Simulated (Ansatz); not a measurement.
# MnHg (P4/mmm) in Ansatz: notebook

One crystal, MnHg, is run at these levels: PBE; tasks: band structure.

All numbers are computed with Ansatz 0.2.0; they aren't measurements. Logs are shortened: lines on timing, memory, paths and dates and some standing lists are left out, and cuts for length are marked.

### 1 Starting point

It takes space group P4/mmm (No. 123, tetragonal). The conventional cell has a = 3.156 Å, b = 3.156 Å, c = 3.313 Å, α = 90.00°, β = 90.00°, γ = 90.00°. Hg (site symmetry 4/mmm) is surrounded by 8 Mn at 2.78 Å and 4 Hg at 3.16 Å. Around Mn (site symmetry 4/mmm) lie 8 Hg at 2.78 Å and 4 Mn at 3.16 Å.

### 2 Band structure, PBE, collinear spin, ferromagnetic start, 16.50 Å³/atom

Contents of input.yaml:

```yaml
crystal:
  lattice:
    - [3.15648, 0.0, 0.0]
    - [0.0, 3.15648, 0.0]
    - [0.0, 0.0, 3.313]
  atoms:
    - { symbol: Hg, position: [0.0, 0.0, 0.0] }
    - { symbol: Mn, position: [0.5, 0.5, 0.5], spin: 4.0 }
hamiltonian:
  xc: pbe
  pseudopotentials: { kind: paw }
magnetization:
  spin_polarized: true
kpoints:
  mp_grid: { grid: [7, 7, 7] }
  band_path:
    path:
      - [[0.0, 0.0, 0.0], [0.0, 0.5, 0.0], [0.5, 0.5, 0.0], [0.0, 0.0, 0.0], [0.0, 0.0, 0.5], [0.0, 0.5, 0.5], [0.5, 0.5, 0.5], [0.0, 0.0, 0.5]]
      - [[0.0, 0.5, 0.0], [0.0, 0.5, 0.5]]
      - [[0.5, 0.5, 0.0], [0.5, 0.5, 0.5]]
    npoints: 14
scf:
  occupations: { method: fermi_dirac, width: 0.05 }
  n_extra_bands: 6
output:
  forces: true
  stress: true
  eigenvalues: true
  fatbands: true
```

Potentials or basis: Ansatz PAW.

Command:

```sh
$ ansatz run input.yaml --threads 2 --pin off --max-ram 5632MiB --backend cpu --events-out ev --progress --plain --runs-dir out
```

The program printed:

```text
Warning: RAYON_NUM_THREADS=2 ignored (pool sized by the plan → 2); use --threads N
scf.n_extra_bands = 6 over 18 filled bands (N_el = 35.0): the run solves 24 bands
Engine: ansatz 0.2.0, x86_64-unknown-linux-gnu
Pseudopotentials: kind: paw
Pseudopotential: Hg, paw, valence charge 20, recommended cutoff 420 eV (normal), Hg.paw.azcp
Pseudopotential: Mn, paw, valence charge 15, recommended cutoff 420 eV (normal), Mn.paw.azcp
Functional definition: PBE
  parameter kappa = 0.804
  parameter beta = 0.06672455060314922
  exchange = pbe_x(kappa = kappa, mu = beta*pi^2/3)
  correlation = pbe_c(beta = beta)
Crystal: 2 atoms, lattice volume = 33.009 Å³
Basis set: ecut = 420 eV, 659 PW (Γ), exchange–correlation on 48×48×48 points (8 copies of the dense FFT grid, shifted against one another)
Bands: 24, of which v1, the nominal top of the filled ones, is band 18 counted from 1 (17 counted from 0)
Symmetry: 16 space group operations
Space group: P4/mmm (ITA 123), of the structure as read, at distance tolerance 3.2e-5 Å
Magnetic group: BNS 123.339 (UNI 999), of the structure as read, at distance tolerance 3.2e-5 Å
k-points: 40 of 343
Non-local potential: Hg, projectors of the file, l = 0: 3, l = 1: 2, l = 2: 2, l = 3: 1
Non-local potential: Mn, projectors of the file, l = 0: 3, l = 1: 2, l = 2: 3, l = 3: 1
PAW form: soft (Blöchl's): semilocal exchange-correlation on the pseudo side does not see the compensation charge
PAW one-centre angular grid: Hg, 590 points (default); XC on 64 Gauss nodes
PAW one-centre angular grid: Mn, 590 points (default); XC on 64 Gauss nodes
Initial density: superposition of atomic densities (chi_scale 0.1, normalization cell)
Starting moments: Σ|m| = 4 μB on 1 of 2 sites
Initial wavefunctions: pseudopotential atomic-orbital guess
Functional: x = pbe(κ = 0.804, μ = 0.2195149727645171), c = pbe(β = 0.06672455060314922)
SCF iter   1: F=—  HF=-17711.190973 eV  |F-HF|=—  |Δ(HF+E_count)|=         —  Δρ=3.44e-2 (↑3.44e-2 ↓3.41e-2)  dr2=2.11e0  dr2_m=1.82e-2  M=3.775 μB ∫|m|=3.938 μB  β_m=0.30  ethr=3.10e-3  ⟨swp⟩=4.4  Hψ=6997  notcnv=0
Mixer restart at iter 1: flushing history
preconditioner: auto → Kerker (q_TF=auto, 2.755 Å⁻¹)  [metal: Δε(μ)=0.026 eV  Ē_g=10.507 eV  σ=0.050 eV  W_gap=0.13  n_scr=14 (ndim 8)  ℏωp=28.2 eV  f_vac=0.000  D(μ)=1.86/eV (n_scr^D=18)]
spin=Collinear: Kerker preconditioning applied to the charge; magnetization (m = ρ↑ − ρ↓) channel mixes plain (no charge-response kernel on spin).
SCF iter   2: F=—  HF=-17711.377619 eV  |F-HF|=—  |Δ(HF+E_count)|=   1.87e-1  Δρ=2.39e-2 (↑2.14e-2 ↓2.39e-2)  dr2=1.05e0  dr2_m=6.46e-3  M=3.742 μB ∫|m|=3.923 μB  β_m=0.58  ethr=3.10e-3  ⟨swp⟩=2.0  Hψ=2965  notcnv=0  defer=87
SCF iter   3: F=—  HF=-17711.523266 eV  |F-HF|=—  |Δ(HF+E_count)|=   1.46e-1  Δρ=8.70e-3 (↑6.15e-3 ↓8.70e-3)  dr2=1.07e-1  dr2_m=2.54e-3  M=3.652 μB ∫|m|=3.887 μB  β_m=0.78  ethr=3.00e-3  ⟨swp⟩=2.2  Hψ=3086  notcnv=0  defer=86
SCF iter   4: F=—  HF=-17711.498151 eV  |F-HF|=—  |Δ(HF+E_count)|=   2.51e-2  Δρ=1.08e-2 (↑1.08e-2 ↓4.63e-3)  dr2=4.33e-2  dr2_m=3.21e-3  M=3.617 μB ∫|m|=3.866 μB  β_m=0.67  ethr=3.06e-4  ⟨swp⟩=2.7  Hψ=3371  notcnv=0  defer=81
SCF iter   5: F=—  HF=-17711.498985 eV  |F-HF|=—  |Δ(HF+E_count)|=   8.34e-4  Δρ=3.24e-3 (↑1.16e-3 ↓3.24e-3)  dr2=3.31e-3  dr2_m=6.09e-4  M=3.651 μB ∫|m|=3.897 μB  β_m=0.83  ethr=1.24e-4  ⟨swp⟩=2.1  Hψ=3369  notcnv=0  defer=81
SCF iter   6: F=—  HF=-17711.502643 eV  |F-HF|=—  |Δ(HF+E_count)|=   3.66e-3  Δρ=1.36e-3 (↑6.92e-4 ↓1.36e-3)  dr2=3.08e-4  dr2_m=2.52e-4  M=3.673 μB ∫|m|=3.915 μB  β_m=0.92  ethr=9.45e-6  ⟨swp⟩=2.2  Hψ=2880  notcnv=0  defer=81
SCF iter   7: F=—  HF=-17711.502828 eV  |F-HF|=—  |Δ(HF+E_count)|=   1.85e-4  Δρ=2.64e-4 (↑2.64e-4 ↓1.73e-4)  dr2=2.16e-5  dr2_m=4.04e-6  M=3.684 μB ∫|m|=3.926 μB  β_m=0.96  ethr=8.81e-7  ⟨swp⟩=2.0  Hψ=3405  notcnv=0  defer=81
SCF iter   8: F=—  HF=-17711.502826 eV  |F-HF|=—  |Δ(HF+E_count)|=   1.71e-6  Δρ=1.24e-4 (↑3.10e-5 ↓1.24e-4)  dr2=4.07e-6  dr2_m=1.45e-6  M=3.684 μB ∫|m|=3.926 μB  β_m=0.98  ethr=6.18e-8  ⟨swp⟩=2.0  Hψ=2921  notcnv=0  defer=81
SCF iter   9: F=—  HF=-17711.502828 eV  |F-HF|=—  |Δ(HF+E_count)|=   1.64e-6  Δρ=2.24e-5 (↑9.84e-6 ↓2.24e-5)  dr2=2.81e-7  dr2_m=1.97e-8  M=3.685 μB ∫|m|=3.927 μB  β_m=0.99  ethr=1.16e-8  ⟨swp⟩=2.0  Hψ=2610  notcnv=0  defer=81
SCF iter  10: F=—  HF=-17711.502828 eV  |F-HF|=—  |Δ(HF+E_count)|=   4.26e-8  Δρ=3.91e-6 (↑3.51e-6 ↓3.91e-6)  dr2=1.78e-8  dr2_m=3.74e-10  M=3.685 μB ∫|m|=3.927 μB  β_m=0.99  ethr=8.02e-10  ⟨swp⟩=2.2  Hψ=2700  notcnv=0  defer=81
SCF iter  11: F=-17711.502828 eV  HF=-17711.502828 eV  |F-HF|=7.68e-9  |Δ(HF+E_count)|=  2.84e-10  Δρ=3.48e-6 (↑2.13e-6 ↓3.48e-6)  dr2=9.74e-9  dr2_m=2.91e-10  M=3.685 μB ∫|m|=3.927 μB  ethr=5.08e-11  ⟨swp⟩=5.4  Hψ=6912  notcnv=0
SCF 1 converged in 11 iterations: F = -17711.502828 eV  dr2 = 9.74e-9
NSCF: frozen V_eff on 129 k-points
SCF converged after 11 iterations
Magnetization: 3.6848 μB (19.3424 up, 15.6576 down)
Absolute magnetization: 3.9316 μB (∫|ρ↑−ρ↓|, with the PAW one-centre terms)
Spin contamination: 0.1235 ħ² per cell (⟨S²⟩ above its minimum at these occupations)
Per-site moments (μB) at R_I (Å): [(-0.0168494478911441, 1.1465478308562025), (3.644710850053099, 1.1465478308562025)]
Free energy (F): -17711.502828 eV
Harris-Foulkes:  -17711.502828 eV  (|F-HF|=7.68e-9)
Internal energy: -17711.487114 eV  (E = F + TS)
E sigma→0 (E₀):  -17711.494971 eV
Entropy (-TS):   -0.015714 eV (-7.857 meV/atom)
Fermi energy:    18.237533 eV
--- Per-component energies (eV) ---
  E_band       = -528.781777
  E_kinetic    = 908.420068
  E_local      = -3991.080021  (includes V_loc(G=0)·N_el)
  E_nonlocal   = 319.272768
  E_hartree    = 1694.243858
  E_xc         = -334.568509
  E_vxc        = -408.547502  (∫ρ·V_xc dr)
  E_paw        = -11247.979618  (= ΣΔE_a)
  E_vpaw       = -745.333091  (= ΣTr[D̂ρ^β])
  E_aug_tail   = 0.000977  (compensation charges beyond the density's cutoff)
  E_ewald      = -5059.796637
  E_smearing   = -0.015714  (= −TS)
  E_closure    = 0.000000  (closes the sum)
  Σ components = -17711.502828   (vs F -17711.502828, Δ=0.00e0)
--- Forces (eV/Å), atoms counted from 1 ---
  atom   1  Hg    -0.00000000     0.00000000     0.00000000
  atom   2  Mn     0.00000000     0.00000000     0.00000000
  max |Σ_I F_I| component: 9.74e-29 eV/Å
--- Stress (GPa, compression-positive) ---
       10.771321       0.000000       0.000000
        0.000000      10.771321       0.000000
        0.000000       0.000000       8.894135
  P = ⅓ Tr σ = 10.1456 GPa (101.456 kbar)
--- Band table (eV; the first three rows and the last of 80) ---
  k-point 0 ↑: bands = ["-97.4587", "-62.8681", "-45.8869", "-45.8743", "-45.8743", "-31.6641", "-31.5993", "-31.5993", "7.9435", "9.4924", "9.5587", "10.9107", "10.9107", "11.0521", "15.4419", "15.5198", "16.4982", "16.4982", "16.5162", "22.5222", "23.9466", "23.9466", "28.0257", "30.2276"]
  k-point 1 ↑: bands = ["-97.4587", "-62.8680", "-45.8892", "-45.8741", "-45.8741", "-31.6675", "-31.5991", "-31.5991", "8.2488", "9.5481", "9.7231", "10.8631", "10.8631", "11.0802", "15.3560", "15.5161", "16.3157", "16.3157", "16.4710", "20.6473", "24.5788", "24.5788", "29.4809", "30.7011"]
  k-point 2 ↑: bands = ["-97.4586", "-62.8676", "-45.8944", "-45.8737", "-45.8737", "-31.6753", "-31.5989", "-31.5989", "8.9619", "9.6795", "10.3228", "10.7574", "10.7574", "11.1448", "15.1561", "15.2616", "15.9634", "15.9634", "16.3680", "17.9917", "26.2361", "26.2361", "29.7731", "30.4962"]
  k-point 39 ↓: bands = ["-97.4232", "-58.9590", "-45.8578", "-45.8577", "-45.8551", "-27.8298", "-27.8053", "-27.8052", "9.7820", "9.8795", "9.9104", "11.5055", "11.6417", "15.4686", "16.5949", "16.6407", "20.0834", "20.1071", "20.1898", "22.1849", "23.4370", "23.5324", "25.0802", "25.4915"]
```

Wall time 6.9 s (2 threads of Intel Xeon Platinum 8259CL at 2.50GHz (Skylake/Cascade Lake), shared host); peak memory 0.42 GiB.

Results:

```yaml
Free_energy: -17711.5028 eV
Pressure: 10.1 GPa
Band_gap_on_the_k_mesh: none (metal or under the smearing width)
Net_moment: 3.68 μB per cell
Absolute_moment: 3.93 μB per cell
Site_moments: Hg -0.02; Mn +3.64 μB
```

Caveat: spin-orbit coupling is left out, which moves the levels of the heavy elements.

### 3 Band structure, PBE, collinear spin, ferromagnetic start, 17.20 Å³/atom

input.yaml: that of step 2 with these lines changed.

```diff
@@ -2,4 +2,4 @@
   lattice:
-    - [3.15648, 0.0, 0.0]
-    - [0.0, 3.15648, 0.0]
+    - [3.22224, 0.0, 0.0]
+    - [0.0, 3.22224, 0.0]
     - [0.0, 0.0, 3.313]
@@ -28,2 +28,2 @@
   eigenvalues: true
-  fatbands: true
+  fatbands: false
```

Potentials or basis: Ansatz PAW.

Command:

```sh
$ ansatz run input.yaml --threads 2 --pin off --max-ram 5632MiB --backend cpu --events-out ev --progress --plain --runs-dir out
```

It took 5.6 s on 2 threads of Intel Xeon Platinum 8259CL at 2.50GHz (Skylake/Cascade Lake), shared host; peak memory 0.42 GiB.

It converged, with:

```yaml
Free_energy: -17711.5747 eV
Pressure: 5.8 GPa
Band_gap_on_the_k_mesh: none (metal or under the smearing width)
Net_moment: 3.82 μB per cell
Absolute_moment: 4.07 μB per cell
Site_moments: Hg -0.02; Mn +3.78 μB
```

Caveat: spin-orbit coupling is left out, which moves the levels of the heavy elements.
